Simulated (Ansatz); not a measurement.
# AsH4NTe: the cost of one run

Program: Ansatz 0.2.0. Level of theory: RKS PBE0-D4/def2-SVP. These are calculated values, not measurements.

## 1. The starting structure

Bond lengths: N1–As2 1.882 Å, As2–Te3 2.576 Å, N1–H4 1.002 Å, N1–H5 1.100 Å, As2–H6 1.578 Å, Te3–H7 1.765 Å. Angles: N1–As2–Te3 90.0°, N1–As2–H6 91.5°, Te3–As2–H6 93.3°, As2–N1–H4 108.9°, As2–N1–H5 106.1°, H4–N1–H5 103.0°, As2–Te3–H7 91.2°.

Structure file:

```xyz
7

N    -0.5464    0.4739   -0.7811
As   -0.6522    0.0805    1.0567
Te    0.8517   -1.9812    0.7026
H    -1.1812   -0.1207   -1.2779
H    -0.9938    1.4714   -0.9050
H     0.5682    1.0287    1.3736
H     2.0149   -1.0206   -0.2145
```

## 2. Relaxing end A

Input file input.yaml:

```yaml
crystal:
  periodic: [false, false, false]
  atoms:
    - { symbol: "N", position_ang: [-0.5464, 0.4739, -0.7811] }
    - { symbol: As, position_ang: [-0.6522, 0.0805, 1.0567] }
    - { symbol: Te, position_ang: [0.8517, -1.9812, 0.7026] }
    - { symbol: H, position_ang: [-1.1812, -0.1207, -1.2779] }
    - { symbol: H, position_ang: [-0.9938, 1.4714, -0.905] }
    - { symbol: H, position_ang: [0.5682, 1.0287, 1.3736] }
    - { symbol: H, position_ang: [2.0149, -1.0206, -0.2145] }
basis:
  gaussian: { orbitals: def2-SVP }
hamiltonian:
  xc: pbe0
  dispersion: d4
relax:
  f_tol: 0.015
  max_steps: 40
output:
  orbitals: {}
```

Command:

```console
$ ansatz run input.yaml --threads 1 --pin off --max-ram 2048MiB --backend cpu --events-out ev --progress --plain --runs-dir out
```

What time and memory should one allow on 1 thread of Arm Neoverse V1, shared host?

About 2.1 min, with a peak of 0.22 GiB.
